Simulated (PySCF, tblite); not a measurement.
# C4H11AlO2S2: geometry, infrared bands and NMR shifts

Wanted: the infrared bands and NMR shifts of C4H11AlO2S2 (`CS(=O)(=O)C[S@+]1C[CH2][AlH2-]1`), by calculation.

Computed with tblite 0.8.0 and PySCF 2.14.0, with density-fitted response routines of our own, on a single molecule in the gas phase. Atoms count from 0, in the outputs and in this text.

## (1) The starting structure

20 atoms, charge 0, multiplicity 1; geometry from: force field or distance geometry start.

Bonds of the start (Å): C0–S1 1.80, S1–O2 1.50, S1–O3 1.49, S1–C4 1.76, C4–S5 1.76, S5–C6 1.74, C6–C7 1.52, C7–Al8 1.95, Al8–S5 2.22, C0–H9 1.13, C0–H10 1.11, C0–H11 1.09, C4–H12 1.11, C4–H13 1.12, C6–H14 1.13, C6–H15 1.10, C7–H16 1.10, C7–H17 1.12, Al8–H18 1.58, Al8–H19 1.59.

## (2) Optimising the geometry with GFN2-xTB

Job settings and geometry (Å):

```
{"job": {"kind": "relax", "xc": "GFN2-xTB", "basis": "xTB"}, "charge": 0, "multiplicity": 1}
C      3.000200    -0.500600     0.315700
S      1.834900    -0.574800    -1.058900
O      2.666400    -0.369900    -2.289600
O      1.221900    -1.928000    -1.162400
C      0.649100     0.728000    -0.976800
S     -0.330600     0.714900     0.480900
C     -1.285100    -0.715100     0.775600
C     -2.545500    -0.058400     1.304300
Al    -2.391300     1.360600    -0.031000
H      3.082000     0.576800     0.640000
H      3.984000    -0.791000    -0.120900
H      2.728500    -1.173100     1.135000
H      1.193400     1.695000    -1.006300
H     -0.040500     0.717100    -1.859800
H     -0.897200    -1.394000     1.586900
H     -1.544700    -1.316600    -0.106800
H     -2.493100     0.328600     2.330800
H     -3.447600    -0.684300     1.095200
H     -2.772000     1.045000    -1.528000
H     -2.618000     2.853400     0.473000
```

Command:

```
OMP_NUM_THREADS=1 python probes_run.py task.json out
```

This one command runs all jobs of the session in turn.

**Question.** This job is followed by: GFN2-xTB harmonic vibrations, gas phase; GIAO PBE0/pcSseg-1 NMR shielding, non-relativistic, gas phase. What will the session give for the following? strongest single infrared mode (GFN2-xTB); zero-point energy (GFN2-xTB); ¹³C shifts against TMS (PBE0/pcSseg-1); ¹H shifts against TMS (PBE0/pcSseg-1, means over atoms taken as alike); ³³S shifts against CS2 (PBE0/pcSseg-1); ¹⁷O shifts against H2O (PBE0/pcSseg-1); ²⁷Al shifts against AlH4- (PBE0/pcSseg-1); surface potential, 1st and 99th percentile.

**Answer**, as computed:

| quantity | value |
| --- | --- |
| strongest single infrared mode (GFN2-xTB) | 1265 cm⁻¹, 456 km/mol |
| zero-point energy (GFN2-xTB) | 87.7 kcal/mol |
| ¹³C shifts against TMS (PBE0/pcSseg-1) | 59.2, 42.4, 38.5, 5.4 ppm |
| ¹H shifts against TMS (PBE0/pcSseg-1, means over atoms taken as alike) | 5.19, 4.95, 4.63, 4.55, 3.36, 3.16, 2.84, 1.66, 1.07 ppm |
| ³³S shifts against CS2 (PBE0/pcSseg-1) | 310, -40 ppm |
| ¹⁷O shifts against H2O (PBE0/pcSseg-1) | 238.6, 220.6 ppm |
| ²⁷Al shifts against AlH4- (PBE0/pcSseg-1) | 112.0 ppm |
| surface potential, 1st and 99th percentile | -1.50 V and 1.92 V |

Over 203 steps the energy fell by 1.883 eV; of the close pairs, S5–Al8 changed most, 2.219 to 2.521 Å. No mode is imaginary among the 54: a minimum at this level. GFN2-xTB is a fitted tight-binding method: band positions and strengths are rough. Its intensities can rank the bands wrongly. At PBE0/pcSseg-1: The widest tensor belongs to S1: span 304 ppm, with a paramagnetic part of -858 ppm. At PBE0/pcSseg-1, counted by nearest atom on the grid, the HOMO lies on C7 32 %; H19 15 %, the LUMO on Al8 39 %; H18, H19 about 17 % each.
